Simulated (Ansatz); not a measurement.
What does this script print? It uses Ansatz's Python interface.

Script `run_opt.py`:
```python
# -*- coding: utf-8 -*-
"""Geometry optimisation of C2H5NSi."""

import ansatz as az
from ase import Atoms
import numpy as np

atoms = Atoms(["C", "C", "N", "Si", "H", "H", "H", "H", "H"], positions=[
    (-0.0623, 1.2453, -1.0394),
    (-0.0465, 0.3336, -0.152),
    (0.6466, -0.0274, 0.8976),
    (-0.509, -1.1383, 0.5307),
    (-0.8566, 1.2755, -1.8539),
    (0.5811, 2.1415, -1.0216),
    (1.6242, -0.361, 0.6366),
    (0.181, -2.3876, 0.2256),
    (-1.4699, -1.1279, 1.7592),
])
system = az.Crystal.molecule_from_ase(atoms)

base = system.calculation()
base = base.basis(gaussian="def2-SVP")
base = base.functional("PBE", dispersion="d4")
symbols = [site.symbol for site in system.cartesian_sites]
start = np.array([site.position_ang for site in system.cartesian_sites], dtype=float)
def progress(event):
    if event["event"] == "relax_step":
        row = event["data"]
        print(f"step {row['step']:3d}  E = {row['lagrangian_ev']:.6f} eV  largest force component {row['allowed_force_max_ev_ang']:.4f} eV/A")


r = base.relax(force_tolerance=0.005, max_steps=100).session().plan().execute(on_event=progress).report
end = np.array(r["positions_ang"])

print(f"E = {r['free_energy_ev']:.6f} eV = {r['free_energy_ev'] / 27.211386246:.7f} Ha")
print("converged:", r["converged"], " doubts:", r["published_state_doubts"] or "none")

print("final positions (A) and the move of each atom")
for symbol, xyz, old in zip(symbols, end, start):
    print(f"{symbol:2s} {xyz[0]:10.5f} {xyz[1]:10.5f} {xyz[2]:10.5f}   {np.linalg.norm(xyz - old):7.4f}")

charges = r["charge_distribution"]
dipole = np.array(charges["dipole_moment_e_ang"]) * 4.803205
print("dipole (D): {:.3f} {:.3f} {:.3f}, length {:.3f}".format(*dipole, np.linalg.norm(dipole)))
print("atom  Mulliken   Lowdin")
for symbol, m, l in zip(symbols, charges["mulliken_charges_e"], charges["lowdin_charges_e"]):
    print(f"{symbol:4s} {m:9.3f} {l:8.3f}")
```

```console
$ python run_opt.py
step   1  E = -11505.945881 eV  largest force component 7.2891 eV/A
step   2  E = -11507.096304 eV  largest force component 3.1762 eV/A
step   3  E = -11507.396772 eV  largest force component 0.7079 eV/A
step   4  E = -11507.420568 eV  largest force component 0.9850 eV/A
step   5  E = -11507.433166 eV  largest force component 0.6456 eV/A
step   6  E = -11507.464765 eV  largest force component 0.6460 eV/A
step   7  E = -11507.482115 eV  largest force component 0.3215 eV/A
step   8  E = -11507.486957 eV  largest force component 0.3013 eV/A
step   9  E = -11507.492164 eV  largest force component 0.1445 eV/A
step  10  E = -11507.492506 eV  largest force component 0.0386 eV/A
step  11  E = -11507.492788 eV  largest force component 0.0390 eV/A
step  12  E = -11507.493082 eV  largest force component 0.0129 eV/A
step  13  E = -11507.493091 eV  largest force component 0.0035 eV/A
E = -11507.493125 eV = -422.8925723 Ha
converged: True  doubts: none
final positions (A) and the move of each atom
C    -0.08717    1.29850   -1.12445    0.1034
C    -0.03314    0.33251   -0.18935    0.0397
N     0.81002   -0.07358    0.84959    0.1765
Si   -0.49087   -1.23240    0.67230    0.1710
H    -0.92765    1.34338   -1.83033    0.1010
H     0.69918    2.06827   -1.20100    0.2269
H     1.80789    0.11643    0.97701    0.6145
H    -0.22293   -2.55881    0.02502    0.4824
H    -1.46673   -1.34060    1.80401    0.2174
dipole (D): 0.712 -1.236 0.757, length 1.614
atom  Mulliken   Lowdin
C       -0.155   -0.101
C        0.024   -0.185
N       -0.275    0.062
Si       0.350    0.328
H        0.029    0.009
H        0.018    0.007
H        0.120    0.021
H       -0.057   -0.071
H       -0.054   -0.070
```

Caveats:
- Total energies depend on the basis set; only differences at equal settings carry meaning.
- The end point is the stationary point reached from this start; no frequency run checks that it is a minimum, and the basis set is modest.
- The Löwdin charges here are taken after orthogonalising the functions within each atom; they differ from plain Löwdin charges, and their signs can be unphysical.
- Wall time of the script: 22 s on 1 thread of Intel(R) Xeon(R) Platinum 8488C (Sapphire Rapids), on a shared host, peak memory 0.2 GiB.

(Lines on the test bed's own set-up are left out of the output.)
